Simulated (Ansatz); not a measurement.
Task: a test of the smearing width of Be5Pd, space group F-43m, with Ansatz's Python interface. Give the script and its output. Settings (first run): mr2scan, PAW, cutoff 450 eV, 4×4×4 k-points, cold smearing of 0.3 eV. The script varies width (eV): 0.3, 0.2, 0.1, 0.05.

Contents of `be5pd.cif`:
```cif
data_Be5Pd
_cell_length_a 4.225552
_cell_length_b 4.225552
_cell_length_c 4.225552
_cell_angle_alpha 60.00000
_cell_angle_beta 60.00000
_cell_angle_gamma 60.00000
_symmetry_space_group_name_H-M 'P 1'
_symmetry_Int_Tables_number 1
loop_
_symmetry_equiv_pos_as_xyz
'x, y, z'
loop_
_atom_site_label
_atom_site_type_symbol
_atom_site_fract_x
_atom_site_fract_y
_atom_site_fract_z
Be1 Be    0.250000    0.250000    0.250000
Be2 Be    0.624614    0.624614    0.624614
Be3 Be    0.126157    0.624614    0.624614
Be4 Be    0.624614    0.126157    0.624614
Be5 Be    0.624614    0.624614    0.126157
Pd6 Pd    0.000000    0.000000    0.000000
```

Script `be5pd.py`:
```python
"""Smearing width test for Be5Pd."""

import warnings

import ansatz as az
from ase.io import read
from tabulate import tabulate

warnings.simplefilter("ignore", az.DeckWarning)

atoms = read("be5pd.cif")
structure = az.Crystal.from_ase(atoms)

calc = (
    structure.calculation()
    .functional("mr2scan")
    .basis(450, density_ratio=6)
    .kpoints(4, center="gamma")
    .stress()
)

rows = []
for value in [0.3, 0.2, 0.1, 0.05]:
    r = calc.occupations("cold", width=value).run(threads=1).report
    rows.append((value, r["free_energy_ev"] / len(r["lattice"]["sites"]), r["n_iterations"], sum(r["stress_gpa"][i][i] for i in range(3)) / 3, r["n_kpoints"]))

print(tabulate(rows, headers=["width (eV)", "F/atom (eV)", "iterations", "P (GPa)", "k-points"], floatfmt=".4f", tablefmt="github"))

# differences from the last row
for row in rows[:-1]:
    shift = 1000 * (row[1] - rows[-1][1])
    print(f"{row[0]}: {shift:+.2f} meV/atom" + ("  (within 1 meV)" if abs(shift) < 1 else ""))
```

```console
$ python be5pd.py
|   width (eV) |   F/atom (eV) |   iterations |   P (GPa) |   k-points |
|--------------|---------------|--------------|-----------|------------|
|       0.3000 |    -1242.3850 |            7 |    0.0028 |          8 |
|       0.2000 |    -1242.3850 |            7 |    0.0617 |          8 |
|       0.1000 |    -1242.3846 |            7 |    0.0930 |          8 |
|       0.0500 |    -1242.3845 |            8 |    0.1002 |          8 |
0.3: -0.46 meV/atom  (within 1 meV)
0.2: -0.46 meV/atom  (within 1 meV)
0.1: -0.07 meV/atom  (within 1 meV)
```

Going from 0.05 to 0.3 eV changes F by -0.5 meV an atom. This scheme is built to cancel the term in the square of the width, so the shifts stay small and are partly the mesh's error. The pressure moves from 0.10 to 0.00 GPa.

The cutoff lies under the one recommended for these potentials. The run is spin-unpolarised. Under the recommended cutoff a pressure can be off by several GPa, even in sign. For a metal this mesh is far too coarse, so the numbers only illustrate the procedure. The narrowest width needs the finest mesh, so the last row is no converged reference. Pressure is positive in compression. This cell is a computed structure, which may not be the phase found in nature. The script silences the warnings on its input, which a real study should read. It ran for 20 s on 1 thread of Intel(R) Xeon(R) Processor @ 2.30GHz (shared host), peak memory 0.75 GiB.
